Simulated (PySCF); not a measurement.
# C3H4BF (SMILES C#CB(C)F) at 5 levels

Aim: a comparison of 5 runs (HF/3-21G, TPSSh/STO-3G, B3LYP/6-31G*, PBE0/def2-SVP, SVWN5/def2-SVP) of C3H4BF. Input form: a Python script.

Program for the calculation: PySCF 2.14.0.

### Step 1. The molecule

C3H4BF has 9 atoms, charge 0, and is taken as a singlet. As SMILES, `C#CB(C)F`. The shape is that of a PBE0-D4/def2-TZVP optimisation.

Bond lengths: C1–C2 1.206 Å, C2–B3 1.531 Å, B3–C4 1.556 Å, B3–F5 1.329 Å, C1–H6 1.066 Å, C4–H7 1.091 Å, C4–H8 1.096 Å, C4–H9 1.094 Å. Some angles: C1–C2–B3 177.7°, C2–B3–C4 122.6°, C2–B3–F5 117.2°, C4–B3–F5 120.2°, C2–C1–H6 179.4°, B3–C4–H7 112.9°, B3–C4–H8 109.2°, B3–C4–H9 110.9°, H7–C4–H8 108.5°, H7–C4–H9 109.4°.

### Step 2. Energy and forces at HF/3-21G (run 1)

The input, mol.xyz:

```xyz
9
C3H4BF
C      0.073400     2.390600     0.160000
C      0.158000     1.246100    -0.209700
B      0.245400    -0.224800    -0.624200
C     -0.175400    -1.388800     0.318700
F      0.690700    -0.484700    -1.849400
H      0.002300     3.405900     0.476700
H      0.059300    -2.372600    -0.089900
H     -1.255700    -1.335600     0.498000
H      0.290400    -1.282600     1.302700
```

The input, run.py:

```python
# C#CB(C)F
from pyscf import gto, scf

molecule = gto.M(
    atom='mol.xyz',
    spin=0,
    verbose=4,
    charge=0,
    basis='3-21g',
    max_memory=1860,
)

hf = scf.RHF(molecule)
hf.conv_tol = 1e-10
hf.kernel()
if not hf.converged:
    hf = hf.newton().run(hf.mo_coeff, hf.mo_occ)

etot = hf.e_tot
print(f'total energy: {etot:.8f} hartree')
grad = hf.nuc_grad_method().kernel()
dip = hf.dip_moment()
pop, q = hf.mulliken_pop()
```

Run with:

```console
$ OMP_NUM_THREADS=1 python run.py
```

Output:

```text
PySCF version 2.14.0

[... 65 lines left out ...]
converged SCF energy = -238.779809033805
total energy: -238.77980903 hartree
[... 11 lines left out ...]
Dipole moment(X, Y, Z, Debye): -0.64832,  0.65966,  1.70576
[... 63 lines left out ...]
charge of    8H =      0.22071
```

It took 3.9 s on 1 thread of Intel Xeon at 2.50GHz (Skylake/Cascade Lake), shared host; peak memory 0.12 GiB.

### Step 3. Energy and gradient at TPSSh/STO-3G (run 2)

The input, calc.py:

```python
from pyscf import gto, dft

system = gto.M(
    atom='''
C    0.073400   2.390600   0.160000
C    0.158000   1.246100  -0.209700
B    0.245400  -0.224800  -0.624200
C   -0.175400  -1.388800   0.318700
F    0.690700  -0.484700  -1.849400
H    0.002300   3.405900   0.476700
H    0.059300  -2.372600  -0.089900
H   -1.255700  -1.335600   0.498000
H    0.290400  -1.282600   1.302700
''',
    basis='sto-3g',
    verbose=4,
    spin=0,
    max_memory=1860,
    charge=0,
)

myscf = dft.RKS(system)
myscf.xc = 'tpssh'
myscf.conv_tol = 1e-10
myscf.grids.level = 5
myscf.kernel()
if not myscf.converged:
    myscf = myscf.newton().run(myscf.mo_coeff, myscf.mo_occ)

energy = myscf.e_tot
print('Final energy', energy)
grad = myscf.nuc_grad_method().kernel()
myscf.analyze()
```

Run with:

```console
$ OMP_NUM_THREADS=1 python calc.py
```

Output:

```text
PySCF version 2.14.0

[... 77 lines left out ...]
Final energy -238.29795263875695
[... 17 lines left out ...]
Two-electron Coulomb Energy =          251.727290095030469
[... 6 lines left out ...]
MO #4   energy= -9.88201420495174  occ= 2
[... 4 lines left out ...]
MO #9   energy= -0.497557638108917 occ= 2
[... 4 lines left out ...]
MO #14  energy= -0.318224167265729 occ= 2
[... 4 lines left out ...]
MO #19  energy= 0.0451982167247531 occ= 0
[... 4 lines left out ...]
MO #24  energy= 0.456339195717282  occ= 0
[... 4 lines left out ...]
MO #29  energy= 1.10916887690152   occ= 0
[... 41 lines left out ...]
Dipole moment(X, Y, Z, Debye): -0.07798, -0.00431,  0.11610
```

Wall time 30 s (1 thread of Intel Xeon at 2.50GHz (Skylake/Cascade Lake), shared host); peak memory 0.37 GiB.

Runs 3 to 4 aren't shown in full; the table further down has their settings and results.

### Step 4. Energy and gradient at SVWN5/def2-SVP (run 5)

The input, geometry.xyz:

```xyz
9

C      0.073400     2.390600     0.160000
C      0.158000     1.246100    -0.209700
B      0.245400    -0.224800    -0.624200
C     -0.175400    -1.388800     0.318700
F      0.690700    -0.484700    -1.849400
H      0.002300     3.405900     0.476700
H      0.059300    -2.372600    -0.089900
H     -1.255700    -1.335600     0.498000
H      0.290400    -1.282600     1.302700
```

The input, job.py:

```python
import pyscf.grad
from pyscf import gto, dft

mol = gto.M(
    atom='geometry.xyz',
    charge=0,
    basis='def2-svp',
    max_memory=1860,
    verbose=3,
)

ks = dft.RKS(mol, xc='svwn')
ks.grids.level = 5
ks.conv_tol = 1e-10
ks.kernel()
if not ks.converged:
    ks = ks.newton().run(ks.mo_coeff, ks.mo_occ)

e_final = ks.e_tot
print('E(%s) = %.9f' % ('SVWN5', e_final))
grad = ks.Gradients().kernel()
ks.analyze()
```

Run with:

```console
$ OMP_NUM_THREADS=1 python job.py
```

Output:

```text
converged SCF energy = -239.235388520961
[... 11 lines left out ...]
MO #2   energy= -9.80572268133549  occ= 2
[... 10 lines left out ...]
MO #13  energy= -0.393886978669811 occ= 2
[... 10 lines left out ...]
MO #24  energy= 0.103321703040848  occ= 0
[... 10 lines left out ...]
MO #35  energy= 0.457865462113115  occ= 0
[... 10 lines left out ...]
MO #46  energy= 0.790591153994564  occ= 0
[... 10 lines left out ...]
MO #57  energy= 1.32600943703574   occ= 0
[... 10 lines left out ...]
MO #68  energy= 1.80147884944786   occ= 0
[... 10 lines left out ...]
MO #79  energy= 2.63311382865731   occ= 0
[... 10 lines left out ...]
MO #90  energy= 3.6943868974092    occ= 0
[... 10 lines left out ...]
Dipole moment(X, Y, Z, Debye): -0.55388,  0.34773,  1.38854
```

Wall time 34 s (1 thread of Intel Xeon at 2.50GHz (Skylake/Cascade Lake), shared host); peak memory 0.51 GiB.

### Step 5. Overview of the runs

| run | level | integration grid | energy (Eh) | dipole moment (D) | HOMO energy (eV) | LUMO energy (eV) | wall time |
| --- | --- | --- | --- | --- | --- | --- | --- |
| 1 | HF/3-21G | – | -238.779809 | 1.94 | -11.13 | 2.77 | 3.9 s |
| 2 | TPSSh/STO-3G | 5 | -238.297953 | 0.14 | -5.44 | 1.23 | 30 s |
| 3 | B3LYP/6-31G* (spherical functions) | 5 | -241.422597 | 1.44 | -7.72 | -1.13 | 52 s |
| 4 | PBE0/def2-SVP | 5 | -240.967222 | 1.59 | -8.33 | -1.26 | 51 s |
| 5 | SVWN5/def2-SVP | 5 | -239.235389 | 1.53 | -7.18 | -2.42 | 34 s |

### Step 6. Outcome

| quantity | value |
| --- | --- |
| run 5: total energy | -239.23539 Eh |
| run 5: dipole moment | 1.53 D |
| run 5: HOMO energy | -7.18 eV |
| run 5: LUMO energy | -2.42 eV |
| run 5: HOMO–LUMO gap | 4.75 eV |
| run 5: largest force on an atom | 2.112 eV/Å |

**Reading.** The dipole moment (its size) runs from 0.14 D (TPSSh/STO-3G) to 1.94 D (HF/3-21G). The two ends differ in method and basis. The HOMO–LUMO gap runs from 4.75 eV (SVWN5/def2-SVP) to 13.91 eV (HF/3-21G). Totals of different functionals can't be ranked against each other. In run 2 the basis is minimal, so the values are rough. All runs together took 2.9 min, the longest 52 s.
